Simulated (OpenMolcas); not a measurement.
# A workflow on GeSiH5 (SMILES [SiH2][GeH3])

Aim: the energy (ROHF/ANO-RCC-MB), then a single-point energy (CASSCF(3,3)/ANO-RCC-VDZP), then an energy scan (CASPT2(3,3)/ANO-RCC-VDZP), then the energy along one coordinate (SC-NEVPT2(3,3)/ANO-RCC-VDZP), then an energy scan (MC-PDFT[tPBE](3,3)/ANO-RCC-VDZP) of GeSiH5. 

Program for the calculation: OpenMolcas 26.06.

**1. The system as given**

GeSiH5: 7 atoms, total charge 0, spin state doublet. As SMILES, `[SiH2][GeH3]`. The shape is that of a PBE0-D4/def2-TZVP optimisation.

Bond lengths: Si1–Ge2 2.370 Å, Si1–H3 1.489 Å, Si1–H4 1.489 Å, Ge2–H5 1.537 Å, Ge2–H6 1.541 Å, Ge2–H7 1.537 Å. Angles: Si1–Ge2–H5 109.6°, Si1–Ge2–H6 112.0°, Si1–Ge2–H7 109.7°, Ge2–Si1–H3 113.4°, Ge2–Si1–H4 113.3°, H5–Ge2–H6 108.4°, H5–Ge2–H7 108.7°, H6–Ge2–H7 108.4°, H3–Si1–H4 109.6°.

**2. The energy at ROHF/ANO-RCC-MB (DKH2) (run 1)**

Contents of coord.xyz:

```xyz
7

Si    -0.094700    -1.423600    -0.163400
Ge     0.288700     0.914700    -0.097700
H      0.173200    -2.103400     1.133900
H     -1.456400    -1.784700    -0.645400
H      0.037100     1.517100    -1.489000
H     -0.633800     1.622900     0.913200
H      1.746900     1.189100     0.302700
```

Contents of step1.input:

```
>>> EXPORT MOLCAS_PRINT=2

&GATEWAY
 Coord=coord.xyz
 Basis=ANO-RCC-MB
 Group=NoSym

&SEWARD

&SCF
 UHF
 Spin=2
 PrOrbitals=0

&RASSCF
 FileOrb=$Project.UnaOrb
 Spin=2
 Nactel=1 0 0
 Inactive=25
 Ras2=1
 OutOrbitals=Canonical
 OrbListing=Nothing
```

Run with:

```console
$ export MOLCAS_MEM=1860
$ pymolcas step1.input > step1.log
```

Standard output:

```text
--- Start Module: gateway ---
[...]
--- Stop Module: gateway /rc=_RC_ALL_IS_WELL_ ---
[...]
      Basis functions           32
[...]
--- Start Module: scf ---
[...]
       Convergence after  11 Iterations
[...]
::    Total SCF energy                              -2389.3206243598
[...]
      Total spin, S                                     0.5032024445
[...]
--- Stop Module: scf /rc=_RC_ALL_IS_WELL_ ---
--- Start Module: rasscf ---
[...]
      Number of active orbitals                  1
[...]
      Spin quantum number                      0.5
[...]
      Active orbitals                            1
[...]
      Number of CSFs                             1
[...]
      Number of root(s) required                 1
[...]
      Convergence after  7 iterations
[...]
      printout of CI-coefficients larger than  0.05 for root  1
      energy=   -2389.319704
      conf/sym  1     Coeff  Weight
             1  u   1.00000 1.00000
      Natural orbitals and occupation numbers for root  1
      sym 1:   1.000000
      ************************************************************************************************************************
      *                                                    Final results                                                     *
[...]
::    RASSCF root number  1 Total energy:  -2389.31970407
[...]
      Total electronic charge=   51.000000
      Total            charge=   -0.000000
[...]
      Dipole Moment (debye):
      Origin of the operator (angstrom)=    0.1735    0.2640   -0.1083
                   X=  1.5484E-01               Y= -1.5690E-01               Z= -1.6943E-01           Total=  2.7803E-01
      Quadrupole Moment (debye*angstrom):
[...]
--- Stop Module: rasscf /rc=_RC_ALL_IS_WELL_ ---
[...]
```

It took 3.9 s on 1 thread of Intel Xeon 6975P-C (Granite Rapids), shared host; peak memory 0.41 GiB.

**3. The energy at CASSCF(3,3)/ANO-RCC-VDZP (DKH2) (run 2)**

coord.xyz is that of step 2.

Contents of step2.inp:

```
* GeH5Si CASSCF
&GATEWAY
Coord
coord.xyz
Basis
ANO-RCC-MB
Group
NoSym
&SEWARD
&RASSCF
FileOrb
$CurrDir/step1.RasOrb
Alter
2
1 24 25
1 27 30
Spin
2
Nactel
3 0 0
Inactive
24
Ras2
3
OrbListing
Nothing
>>> COPY $Project.RunFile RUNFIL1
>>> COPY $Project.RasOrb INPORB
&GATEWAY
Coord
coord.xyz
Basis
ANO-RCC-VDZP
Group
NoSym
&SEWARD
>>> COPY $Project.RunFile RUNFIL2
&EXPBAS
&RASSCF
FileOrb
$Project.ExpOrb
Spin
2
Nactel
3 0 0
Inactive
24
Ras2
3
OrbListing
Nothing
```

Run with:

```console
$ export MOLCAS_MEM=1860
$ pymolcas step2.inp > step2.log
```

Standard output:

```text
--- Start Module: gateway ---
[...]
--- Stop Module: gateway /rc=_RC_ALL_IS_WELL_ ---
[...]
      Basis functions           32
[...]
      Number of active orbitals                  3
[...]
      Spin quantum number                      0.5
[...]
      Active orbitals                            3
[...]
      Number of CSFs                             8
[...]
      Number of root(s) required                 1
[...]
      Convergence after 21 iterations
[...]
      printout of CI-coefficients larger than  0.05 for root  1
      energy=   -2389.334357
      conf/sym  111     Coeff  Weight
             1  2u0   0.99307 0.98620
             8  0u2   0.11729 0.01376
      Natural orbitals and occupation numbers for root  1
      sym 1:   1.972415   1.000018   0.027567
      ************************************************************************************************************************
      *                                                    Final results                                                     *
[...]
::    RASSCF root number  1 Total energy:  -2389.33435690
[...]
      Basis functions           70
[...]
--- Start Module: expbas ---
[...]
--- Stop Module: expbas /rc=_RC_ALL_IS_WELL_ ---
--- Start Module: rasscf ---
[...]
      Convergence after 14 iterations
[...]
      Natural orbitals and occupation numbers for root  1
      sym 1:   1.976293   1.000006   0.023701
      ************************************************************************************************************************
      *                                                    Final results                                                     *
[...]
::    RASSCF root number  1 Total energy:  -2389.44789934
[...]
      Total electronic charge=   51.000000
      Total            charge=   -0.000000
[...]
      Dipole Moment (debye):
      Origin of the operator (angstrom)=    0.1735    0.2640   -0.1083
                   X= -4.7661E-02               Y= -1.7933E-01               Z= -1.0442E-01           Total=  2.1292E-01
      Quadrupole Moment (debye*angstrom):
[...]
--- Stop Module: rasscf /rc=_RC_ALL_IS_WELL_ ---
[...]
```

Wall time 13 s (1 thread of Intel Xeon 6975P-C (Granite Rapids), shared host); peak memory 0.46 GiB.

**4. An energy scan at CASPT2(3,3)/ANO-RCC-VDZP (DKH2, ipea shift 0.25 Eh, pt2 variant SS) (run 3)**

Contents of step3.input:

```
>>> EXPORT MOLCAS_PRINT=2
>>> COPY $CurrDir/step2.RasOrb $Project.RasOrb
>>> ForEach K in (1, 2, 3, 4, 5, 6, 7, 8, 9)

&GATEWAY
  Coord
  $CurrDir/point$K.xyz
  Basis
  ANO-RCC-VDZP
  Group
  NoSym

&SEWARD

&RASSCF
  FileOrb
  $Project.RasOrb
  Spin
  2
  Nactel
  3 0 0
  Inactive
  24
  Ras2
  3
  OrbListing
  Nothing

&CASPT2
  Imaginary
  0.2
  Frozen
  14
>>> EndDo
```

Run with:

```console
$ export MOLCAS_MEM=1860
$ pymolcas step3.input > step3.log
```

Standard output:

```text
[...]
      Basis functions           70
[...]
      Number of active orbitals                  3
[...]
      Spin quantum number                      0.5
[...]
      Active orbitals                            3
[...]
      Number of CSFs                             8
[...]
      Number of root(s) required                 1
[...]
      Convergence after 10 iterations
[...]
      printout of CI-coefficients larger than  0.05 for root  1
      energy=   -2389.437894
      conf/sym  111     Coeff  Weight
             1  2u0   0.99583 0.99168
             8  0u2   0.09117 0.00831
      Natural orbitals and occupation numbers for root  1
      sym 1:   1.983358   1.000004   0.016638
      ************************************************************************************************************************
      *                                                    Final results                                                     *
[...]
::    RASSCF root number  1 Total energy:  -2389.43789422
[...]
      E2 (Variational):          -0.3635361836
[...]
::    CASPT2 Root  1     Total energy:  -2389.80143041
[...]
      Convergence after 10 iterations
[...]
      Natural orbitals and occupation numbers for root  1
      sym 1:   1.976284   1.000006   0.023710
      ************************************************************************************************************************
      *                                                    Final results                                                     *
[...]
      Convergence after 12 iterations
[...]
      Natural orbitals and occupation numbers for root  1
      sym 1:   1.767973   1.000045   0.231982
      ************************************************************************************************************************
      *                                                    Final results                                                     *
[...]
      Convergence after 10 iterations
[...]
      Natural orbitals and occupation numbers for root  1
      sym 1:   1.554260   1.000048   0.445693
      ************************************************************************************************************************
      *                                                    Final results                                                     *
[...]
      Convergence after 10 iterations
[...]
::    RASSCF root number  1 Total energy:  -2389.32931025
[...]
::    CASPT2 Root  1     Total energy:  -2389.67582949
[...]
      Convergence after 10 iterations
[...]
::    RASSCF root number  1 Total energy:  -2389.32698177
[...]
      E2 (Variational):          -0.3458554942
[...]
::    CASPT2 Root  1     Total energy:  -2389.67283726
[...]
```

Wall time 69 s (1 thread of Intel Xeon 6975P-C (Granite Rapids), shared host); peak memory 0.46 GiB.

The scan, from its lowest point:

| H5–Ge2 (Å) | energy (kJ/mol) |
| --- | --- |
| 1.383 | 18.2 |
| 1.537 | 0.0 |
| 1.691 | 19.9 |
| 1.921 | 78.9 |
| 2.228 | 166.4 |
| 2.613 | 254.3 |
| 3.074 | 316.7 |
| 3.688 | 348.0 |
| 4.611 | 355.8 |

**5. An energy scan at SC-NEVPT2(3,3)/ANO-RCC-VDZP (DKH2, pt2 variant SC-NEVPT2) (run 4)**

Contents of step4.inp:

```
>>> COPY $CurrDir/step2.RasOrb $Project.RasOrb
>>> ForEach K in (1, 2, 3, 4, 5, 6, 7, 8, 9)

&gateway
 coord
 $CurrDir/point$K.xyz
 basis
 ANO-RCC-VDZP
 group
 NoSym

&seward

&rasscf
 fileorb
 $Project.RasOrb
 spin
 2
 nactel
 3 0 0
 inactive
 24
 ras2
 3
 orblisting
 Nothing

&caspt2
 sc-nevpt2
 frozen
 14
>>> EndDo
```

Run with:

```console
$ export MOLCAS_MEM=1860
$ pymolcas step4.inp > step4.log
```

Standard output:

```text
[...]
      Basis functions           70
[...]
      Number of active orbitals                  3
[...]
      Spin quantum number                      0.5
[...]
      Active orbitals                            3
[...]
      Number of CSFs                             8
[...]
      Number of root(s) required                 1
[...]
      Convergence after 10 iterations
[...]
      printout of CI-coefficients larger than  0.05 for root  1
      energy=   -2389.437894
      conf/sym  111     Coeff  Weight
             1  2u0   0.99583 0.99168
             8  0u2   0.09117 0.00831
      Natural orbitals and occupation numbers for root  1
      sym 1:   1.983358   1.000004   0.016638
      ************************************************************************************************************************
      *                                                    Final results                                                     *
[...]
::    RASSCF root number  1 Total energy:  -2389.43789422
[...]
      E2 (Variational):          -0.3593897242
[...]
::    SC-NEVPT2 Root  1     Total energy:  -2389.79694900
[...]
      Convergence after 10 iterations
[...]
      Natural orbitals and occupation numbers for root  1
      sym 1:   1.976284   1.000006   0.023710
      ************************************************************************************************************************
      *                                                    Final results                                                     *
[...]
      Convergence after 12 iterations
[...]
      Natural orbitals and occupation numbers for root  1
      sym 1:   1.767973   1.000045   0.231982
      ************************************************************************************************************************
      *                                                    Final results                                                     *
[...]
      Convergence after 10 iterations
[...]
      Natural orbitals and occupation numbers for root  1
      sym 1:   1.554260   1.000048   0.445693
      ************************************************************************************************************************
      *                                                    Final results                                                     *
[...]
      Convergence after 10 iterations
[...]
::    RASSCF root number  1 Total energy:  -2389.32931025
[...]
::    SC-NEVPT2 Root  1     Total energy:  -2389.67479028
[...]
      Convergence after 10 iterations
[...]
::    RASSCF root number  1 Total energy:  -2389.32698177
[...]
      Reference weight:           0.90582
[...]
::    SC-NEVPT2 Root  1     Total energy:  -2389.67200123
[...]
```

Wall time 73 s (1 thread of Intel Xeon 6975P-C (Granite Rapids), shared host); peak memory 0.46 GiB.

The scan, from its lowest point:

| H5–Ge2 (Å) | energy (kJ/mol) |
| --- | --- |
| 1.383 | 20.1 |
| 1.537 | 0.0 |
| 1.691 | 18.6 |
| 1.921 | 76.1 |
| 2.228 | 162.5 |
| 2.613 | 249.7 |
| 3.074 | 311.0 |
| 3.688 | 340.8 |
| 4.611 | 348.2 |

**6. An energy scan at MC-PDFT[tPBE](3,3)/ANO-RCC-VDZP (DKH2) (run 5)**

Contents of step5.input:

```
* GeH5Si MC-PDFT
>>> COPY $CurrDir/step2.RasOrb $Project.RasOrb
>>> ForEach K in (1, 2, 3, 4, 5, 6, 7, 8, 9)

&GATEWAY
 Coord=$CurrDir/point$K.xyz
 Basis=ANO-RCC-VDZP
 Group=NoSym

&SEWARD

&RASSCF
 FileOrb=$Project.RasOrb
 Spin=2
 Nactel=3 0 0
 Inactive=24
 Ras2=3
 OrbListing=Nothing

&MCPDFT
 KSDFT=T:PBE
>>> EndDo
```

Run with:

```console
$ export MOLCAS_MEM=1860
$ pymolcas step5.input > step5.log
```

Standard output:

```text
[...]
      Basis functions           70
[...]
      Number of active orbitals                  3
[...]
      Spin quantum number                      0.5
[...]
      Active orbitals                            3
[...]
      Number of CSFs                             8
[...]
      Number of root(s) required                 1
[...]
      Convergence after 10 iterations
[...]
      printout of CI-coefficients larger than  0.05 for root  1
      energy=   -2389.437894
      conf/sym  111     Coeff  Weight
             1  2u0   0.99583 0.99168
             8  0u2   0.09117 0.00831
      Natural orbitals and occupation numbers for root  1
      sym 1:   1.983358   1.000004   0.016638
      ************************************************************************************************************************
      *                                                    Final results                                                     *
[...]
::    RASSCF root number  1 Total energy:  -2389.43789422
[...]
::    MCPDFT root number  1 Total energy:  -2391.30658406
[...]
      Convergence after 10 iterations
[...]
      Natural orbitals and occupation numbers for root  1
      sym 1:   1.976284   1.000006   0.023710
      ************************************************************************************************************************
      *                                                    Final results                                                     *
[...]
      Convergence after 12 iterations
[...]
      Natural orbitals and occupation numbers for root  1
      sym 1:   1.767973   1.000045   0.231982
      ************************************************************************************************************************
      *                                                    Final results                                                     *
[...]
      Convergence after 10 iterations
[...]
      Natural orbitals and occupation numbers for root  1
      sym 1:   1.554260   1.000048   0.445693
      ************************************************************************************************************************
      *                                                    Final results                                                     *
[...]
      Convergence after 10 iterations
[...]
::    RASSCF root number  1 Total energy:  -2389.32931025
[...]
::    MCPDFT root number  1 Total energy:  -2391.18265093
[...]
      Convergence after 10 iterations
[...]
::    RASSCF root number  1 Total energy:  -2389.32698177
[...]
      Total electronic charge=   51.000000
      Total            charge=   -0.000000
[...]
::    MCPDFT root number  1 Total energy:  -2391.18056259
[...]
```

Wall time 79 s (1 thread of Intel Xeon 6975P-C (Granite Rapids), shared host); peak memory 0.46 GiB.

The scan, from its lowest point:

| H5–Ge2 (Å) | energy (kJ/mol) |
| --- | --- |
| 1.383 | 22.7 |
| 1.537 | 0.0 |
| 1.691 | 15.3 |
| 1.921 | 68.9 |
| 2.228 | 153.9 |
| 2.613 | 245.2 |
| 3.074 | 314.3 |
| 3.688 | 348.1 |
| 4.611 | 353.6 |

**7. Summary of results**

| quantity | value |
| --- | --- |
| run 1, ROHF/ANO-RCC-MB: total energy | -2389.31970 Eh |
| run 1, ROHF/ANO-RCC-MB: dipole moment | 0.28 D |
| run 2, CASSCF(3,3)/ANO-RCC-VDZP: total energy | -2389.44790 Eh |
| run 2, CASSCF(3,3)/ANO-RCC-VDZP: dipole moment (CASSCF density) | 0.21 D |
| run 3, CASPT2(3,3)/ANO-RCC-VDZP: lowest energy of the scan | -2389.80837 Eh |
| run 4, SC-NEVPT2(3,3)/ANO-RCC-VDZP: lowest energy of the scan | -2389.80461 Eh |
| run 5, MC-PDFT[tPBE](3,3)/ANO-RCC-VDZP: lowest energy of the scan | -2391.31524 Eh |

Mulliken charges (run 2, CASSCF(3,3)/ANO-RCC-VDZP) run from -0.22 on H7 to +0.74 on Ge2; they depend strongly on the basis. The run (run 3, CASPT2(3,3)/ANO-RCC-VDZP) may have ended on a state above the lowest. The run (run 4, SC-NEVPT2(3,3)/ANO-RCC-VDZP) may have ended on a state above the lowest. The run (run 5, MC-PDFT[tPBE](3,3)/ANO-RCC-VDZP) may have ended on a state above the lowest.
